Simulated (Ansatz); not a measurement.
# C₂H₄OSSi: up Jacob's ladder to CCSD(T)

One table from this session's results is given with a row withheld; the runs are named, their logs left out.

Method: functionals in def2-TZVPP, the program's frozen cores in correlated methods; program: Ansatz 0.2.0, Gaussian basis.

Plan: PBE-D4, r2SCAN-D4, PBE0-D4, B3LYP-D4, ωB97X-V, ωB97M-V, B2PLYP; CCSD(T)/def2-TZVPP; MP2/def2-QZVPP; extrapolation to the limit.

**Structure used throughout**

An earlier PBE0-D4 in a triple-zeta def2 set relaxation fixed the geometry.

SMILES `O=CC([SiH3])=S`, 9 atoms, charge 0, spin multiplicity 1.

Atoms are counted from 1 here; the program's logs count them from 0.

Bond lengths: O1–C2 1.202 Å, C2–C3 1.495 Å, C2–H6 1.108 Å, C3–Si4 1.898 Å, C3–S5 1.615 Å, Si4–H7 1.481 Å, Si4–H8 1.484 Å, Si4–H9 1.484 Å. Angles: O1–C2–C3 121.8°, O1–C2–H6 122.9°, C3–C2–H6 115.3°, C2–C3–Si4 116.4°, C2–C3–S5 118.7°, Si4–C3–S5 124.9°, C3–Si4–H7 107.4°, C3–Si4–H8 108.9°, C3–Si4–H9 108.9°, H7–Si4–H8 110.7°, H7–Si4–H9 110.7°, H8–Si4–H9 110.2°.

Set-up of the first run:

Input file in.yaml:

```yaml
crystal:
  periodic: [false, false, false]
  atoms:
    - {symbol: O, position_ang: [-0.729792, 1.002718, 1.632589]}
    - {symbol: C, position_ang: [-1.309970, 0.350595, 0.805548]}
    - {symbol: C, position_ang: [-0.588309, -0.313060, -0.322603]}
    - {symbol: Si, position_ang: [1.293682, -0.071553, -0.377599]}
    - {symbol: S, position_ang: [-1.442279, -1.169611, -1.392415]}
    - {symbol: H, position_ang: [-2.407026, 0.197401, 0.820658]}
    - {symbol: H, position_ang: [1.799773, -0.805498, -1.559669]}
    - {symbol: H, position_ang: [1.588308, 1.377810, -0.493809]}
    - {symbol: H, position_ang: [1.884113, -0.615003, 0.870200]}
basis:
  gaussian: {orbitals: def2-TZVPP}
hamiltonian: {xc: pbe, dispersion: d4}
output: {forces: true, orbitals: {seedname: orbitals}}
```

Command:

```bash
> ansatz run in.yaml --threads 4 --pin off --events-out ev --progress --plain --max-ram 10444MiB
```

Among the steps run: PBE-D4 (GGA); r2SCAN-D4 (meta-GGA); PBE0-D4 (hybrid); B3LYP-D4 (hybrid); ωB97X-V (range-separated); ωB97M-V (range-separated); B2PLYP (double hybrid); CCSD(T) in def2-TZVPP; MP2 in def2-QZVPP.

One of the session's tables, all rows but one given; the rest of the session is left out.

It belongs to the step «Atomisation energies». 

```
            method  atomisation energy (kJ/mol)
            PBE-D4                       3438.5
         r2SCAN-D4                       3350.1
           PBE0-D4                       3340.6
          B3LYP-D4                       3332.7
           ωB97X-V                       3347.3
           ωB97M-V                       3348.5
            B2PLYP                       3297.5
     HF/def2-TZVPP                       2304.0
    MP2/def2-TZVPP                       3317.3
   CCSD/def2-TZVPP                       3160.7
CCSD(T)/def2-TZVPP                            ?
           MP2/CBS                       3415.6
       CCSD(T)/CBS                       3335.1
```

Estimate the missing values for CCSD(T)/def2-TZVPP.

The run gave: atomisation energy (kJ/mol): 3236.8. In the column «atomisation energy (kJ/mol)» it lies between CCSD/def2-TZVPP (3160.7) and B2PLYP (3297.5).
